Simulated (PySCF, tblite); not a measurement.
# C5H10BNO3: geometry, infrared bands and NMR shifts

Aim: predict the infrared bands and NMR shifts of C5H10BNO3 (`C=CC(=O)NCB(O)OC`).

The runs use tblite 0.8.0 and PySCF 2.14.0, with density-fitted response routines of our own; the level of theory stands in each step. All values are computed, except where a source is named. Atoms are numbered from 0 throughout.

## Step 1: The starting structure

20 atoms, charge 0, multiplicity 1; geometry from: force field or distance geometry start.

Bonds of the start (Å): C0–C1 1.35, C1–C2 1.45, C2–O3 1.27, C2–N4 1.45, N4–C5 1.46, C5–B6 1.58, B6–O7 1.47, B6–O8 1.46, O8–C9 1.40, C0–H10 1.09, C0–H11 1.09, C1–H12 1.10, N4–H13 1.05, C5–H14 1.11, C5–H15 1.10, O7–H16 0.99, C9–H17 1.11, C9–H18 1.10, C9–H19 1.12.

## Step 2: Geometry optimisation with GFN2-xTB

What the job is given:

```
{"job": {"kind": "relax", "xc": "GFN2-xTB", "basis": "xTB"}, "charge": 0, "multiplicity": 1}
C      4.380500     0.592800    -0.593200
C      3.186500     0.711000     0.025900
C      2.055800     0.043000    -0.584400
O      2.201900    -0.584500    -1.681400
N      0.739400     0.101800     0.008900
C     -0.335700    -0.583900    -0.696000
B     -1.718000    -0.444700     0.049600
O     -2.585200    -1.635000    -0.028100
O     -2.423200     0.825100     0.191100
C     -3.790000     0.623500     0.426200
H      5.246300     1.078400    -0.150100
H      4.454200     0.030500    -1.526000
H      3.082400     1.259100     0.970900
H      0.580700     0.626000     0.901800
H     -0.076600    -1.662900    -0.694300
H     -0.375700    -0.227500    -1.734000
H     -2.061200    -2.442600    -0.276900
H     -4.421100     1.228800    -0.262200
H     -4.094400    -0.427700     0.280400
H     -4.051800     0.899600     1.484700
```

Run with:

```
> OMP_NUM_THREADS=1 python probes_run.py task.json out
```

The driver reads the jobs from task.json and runs them one after another.

**Question.** This job is followed by: GFN2-xTB harmonic vibrations, gas phase; GIAO PBE0/pcSseg-1 NMR shielding, non-relativistic, gas phase. What will the session give for the following? strongest single infrared mode (GFN2-xTB); zero-point energy (GFN2-xTB); 13C shifts against TMS (PBE0/pcSseg-1); 1H shifts against TMS (PBE0/pcSseg-1, means over atoms taken as alike); 17O shifts against H2O (PBE0/pcSseg-1); 15N shifts against NH3 (PBE0/pcSseg-1); 11B shifts against BF3·OEt2 (PBE0/pcSseg-1); surface potential, 1st and 99th percentile.

**Answer**, as computed:

| quantity | value |
| --- | --- |
| strongest single infrared mode (GFN2-xTB) | 1710 cm⁻¹, 366 km/mol |
| zero-point energy (GFN2-xTB) | 96.3 kcal/mol |
| 13C shifts against TMS (PBE0/pcSseg-1) | 166.3, 137.8, 134.9, 53.2, 29.4 ppm |
| 1H shifts against TMS (PBE0/pcSseg-1, means over atoms taken as alike) | 6.80, 5.96, 5.89, 5.20, 4.18, 4.15, 3.04 ppm |
| 17O shifts against H2O (PBE0/pcSseg-1) | 372.7, 119.8, 97.4 ppm |
| 15N shifts against NH3 (PBE0/pcSseg-1) | 126.8 ppm |
| 11B shifts against BF3·OEt2 (PBE0/pcSseg-1) | 27.4 ppm |
| surface potential, 1st and 99th percentile | -2.17 V and 2.45 V |

In words: Over 148 steps the energy fell by 1.392 eV; of the close pairs, B6–O7 changed most, 1.475 to 1.359 Å. No mode is imaginary among the 54: a minimum at this level. The strongest single mode, at 1710 cm⁻¹, moves mainly C2 and O3. Unscaled tight-binding wavenumbers are off by several per cent, some by more. Its intensities can rank the bands wrongly. At PBE0/pcSseg-1: The largest span, 718 ppm, is at O3, where the paramagnetic term is -438 ppm. At PBE0/pcSseg-1, counted by nearest atom on the grid, the HOMO lies on N4 42 %; O3 32 %, the LUMO on C0 28 %; C1 20 %.
